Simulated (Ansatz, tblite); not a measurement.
# [MnOF4]-: a ladder of methods and basis sets

Aim: run the singlet of [MnOF4]- at one geometry on many levels, and compare frontier levels, spin and run time.

The runs use Ansatz 0.2.0, Gaussian basis; as each input shows.

Levels to be run: GFN1-xTB, GFN2-xTB, PBE-D4/def2-TZVPD, r2SCAN-D4/def2-TZVPD, B3LYP-D4/def2-TZVPD, LDA/def2-TZVPD, B97M-V/def2-TZVPD, r2SCAN0-D4/def2-TZVPD, revPBE-D4/def2-TZVPD, PBE-D4/def2-SVPD, PBE0-D4/def2-SVPD, CCSD(T)/def2-SVPD, RPA/def2-SVPD.

### Step 1. The structure

The singlet was relaxed beforehand with r2SCAN-D4/def2-SVPD.

6 atoms, charge -1, spin multiplicity 1.

Bond lengths: Mn1–O2 1.524 Å, Mn1–F3 1.786 Å, Mn1–F4 1.786 Å, Mn1–F5 1.786 Å, Mn1–F6 1.786 Å. Angles: O2–Mn1–F3 108.0°, O2–Mn1–F4 107.9°, O2–Mn1–F5 108.0°, O2–Mn1–F6 107.9°, F3–Mn1–F4 84.6°, F3–Mn1–F5 144.0°, F3–Mn1–F6 84.6°, F4–Mn1–F5 84.6°, F4–Mn1–F6 144.2°, F5–Mn1–F6 84.6°.

Formally the metal is d2. No spin-orbit coupling is included. The ion is computed in the gas phase, without counter-ions or solvent.

PBE0-D4/def2-TZVPD was run before; its log isn't repeated, and its numbers join the tables.

### Step 2. GFN1-xTB

Tight binding, by tblite at 300 K electronic temperature and without a spin-polarisation term:

```python
tblite.interface.Calculator('GFN1-xTB', numbers, positions, charge=-1, uhf=0).singlepoint()
```

Energy -756.5598 eV, HOMO -8.28 eV, LUMO -6.90 eV; 0.005 s.

### Step 3. GFN2-xTB

Tight binding, by tblite at 300 K electronic temperature and without a spin-polarisation term:

```python
tblite.interface.Calculator('GFN2-xTB', numbers, positions, charge=-1, uhf=0).singlepoint()
```

Energy -717.2165 eV, HOMO -5.91 eV, LUMO -4.39 eV; 0.004 s.

### Step 4. PBE-D4/def2-TZVPD

start.molden holds the orbitals of an earlier run on this state, given as this run's starting guess.

in.yaml reads:

```yaml
crystal:
  periodic: [false, false, false]
  atoms:
    - {symbol: Mn, position_ang: [0.000218, -0.000437, 0.112736]}
    - {symbol: O, position_ang: [0.003086, -0.006575, 1.636522]}
    - {symbol: F, position_ang: [1.697627, 0.013053, -0.441850]}
    - {symbol: F, position_ang: [-0.012158, 1.701437, -0.429081]}
    - {symbol: F, position_ang: [-1.699269, -0.009590, -0.435529]}
    - {symbol: F, position_ang: [0.010495, -1.697888, -0.442788]}
basis:
  gaussian: {orbitals: def2-TZVPD, initial_orbitals: start.molden}
total_charge: -1
hamiltonian: {xc: pbe, dispersion: d4}
scf: {omitted_lower_state_checks: [starts]}
output: {orbitals: {seedname: orbitals}}
```

On the command line:

```bash
> ansatz run in.yaml --threads 4 --pin off --events-out ev --progress --plain --max-ram 3916MiB
```

The runs that follow: r2SCAN-D4/def2-TZVPD; B3LYP-D4/def2-TZVPD; LDA/def2-TZVPD; B97M-V/def2-TZVPD; r2SCAN0-D4/def2-TZVPD; revPBE-D4/def2-TZVPD; PBE-D4/def2-SVPD; PBE0-D4/def2-SVPD; CCSD(T)/def2-SVPD; RPA/def2-SVPD.

Before running them: what should the planned runs give, taken together? Wanted: gap in def2-TZVPD, named functionals, smallest and largest; correlation energy, CCSD(T)/def2-SVPD; PBE0 total energy, smallest basis above largest.

**Answer**, as computed:

| quantity | value |
| --- | --- |
| gap in def2-TZVPD, named functionals, smallest and largest | 0.20 eV (LDA), 4.65 eV (r2SCAN0-D4) |
| correlation energy, CCSD(T)/def2-SVPD | -44.05 eV |
| PBE0 total energy, smallest basis above largest | 19.15 eV (def2-SVPD, def2-TZVPD) |

What this shows: Over the named functionals in def2-TZVPD the gap runs from 0.20 eV (LDA) to 4.65 eV (r2SCAN0-D4); exact exchange widens it. Notes on CCSD(T)/def2-SVPD and its Hartree-Fock reference, which MP2 shares: restricted state is unstable towards broken spin symmetry.
